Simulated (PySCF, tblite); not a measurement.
# C4H8ClFSi2: geometry, infrared bands and NMR shifts

What infrared bands and NMR shifts should C4H8ClFSi2 (`CC[Si@@H](Cl)C#C[SiH2]F`) show?

Computed with tblite 0.8.0 and PySCF 2.14.0, with density-fitted response routines of our own, on a single molecule in the gas phase. Atoms count from 0, in the outputs and in this text.

## (1) The molecule as given

16 atoms, charge 0, multiplicity 1; geometry from: force field or distance geometry start.

Bonds of the start (Å): C0–C1 1.53, C1–Si2 1.88, Si2–Cl3 2.06, Si2–C4 1.86, C4–C5 1.20, C5–Si6 1.88, Si6–F7 1.61, C0–H8 1.10, C0–H9 1.11, C0–H10 1.09, C1–H11 1.10, C1–H12 1.08, Si2–H13 1.48, Si6–H14 1.48, Si6–H15 1.47.

## (2) Geometry optimisation with GFN2-xTB

Job settings and geometry (Å):

```
{"job": {"kind": "relax", "xc": "GFN2-xTB", "basis": "xTB"}, "charge": 0, "multiplicity": 1}
C     -2.002400     0.822900     1.522200
C     -2.193800     0.034100     0.226600
Si    -0.919600    -1.323300    -0.056700
Cl    -1.416200    -2.293000    -1.804800
C      0.809500    -0.649900    -0.227100
C      1.920600    -0.212700    -0.350100
Si     3.661700     0.469800    -0.531000
F      3.858500     1.652200     0.546200
H     -2.061100     0.174900     2.406100
H     -2.803500     1.579500     1.615100
H     -1.049300     1.342600     1.542100
H     -3.191600    -0.425000     0.245600
H     -2.172600     0.726700    -0.600400
H     -0.987600    -2.326500     1.027900
H      4.667600    -0.580300    -0.258900
H      3.872000     1.017200    -1.878000
```

Launch:

```bash
$ OMP_NUM_THREADS=1 python probes_run.py task.json out
```

One launch serves the whole session: the jobs run in the order shown.

**Question.** This job is followed by: GFN2-xTB harmonic vibrations, gas phase; GIAO PBE0/pcSseg-1 NMR shielding, non-relativistic, gas phase. Predict these results of the whole session: strongest single infrared mode (GFN2-xTB); zero-point energy (GFN2-xTB); ¹³C shifts against TMS (PBE0/pcSseg-1); ¹H shifts against TMS (PBE0/pcSseg-1, means over atoms taken as alike); ²⁹Si shifts against TMS (PBE0/pcSseg-1); ³⁵Cl shifts against HCl (PBE0/pcSseg-1); ¹⁹F shifts against CFCl3 (PBE0/pcSseg-1); surface potential, 1st and 99th percentile.

The runs gave:

| quantity | value |
| --- | --- |
| strongest single infrared mode (GFN2-xTB) | 874 cm⁻¹, 417 km/mol |
| zero-point energy (GFN2-xTB) | 65.1 kcal/mol |
| ¹³C shifts against TMS (PBE0/pcSseg-1) | 119.1, 115.4, 16.8, 8.5 ppm |
| ¹H shifts against TMS (PBE0/pcSseg-1, means over atoms taken as alike) | 5.20, 5.18, 5.17, 1.26, 1.18, 1.17 ppm |
| ²⁹Si shifts against TMS (PBE0/pcSseg-1) | -19.9, -29.7 ppm |
| ³⁵Cl shifts against HCl (PBE0/pcSseg-1) | -8 ppm |
| ¹⁹F shifts against CFCl3 (PBE0/pcSseg-1) | -218.3 ppm |
| surface potential, 1st and 99th percentile | -1.02 V and 1.60 V |

**Reading.** Over 72 steps the energy fell by 0.085 eV; of the close pairs, C5–Si6 changed most, 1.879 to 1.849 Å. All 42 modes are real, so the xTB geometry is a minimum. The strongest single mode, at 874 cm⁻¹, is carried by C4, C5, Si6, Si2. Unscaled tight-binding wavenumbers are off by several per cent, some by more. Its intensities can rank the bands wrongly. At PBE0/pcSseg-1, counted by nearest atom on the grid, the HOMO lies on C4, C5 about 25 % each; C1 13 %, the LUMO on C4, C5 about 24 % each; Si6 12 %.
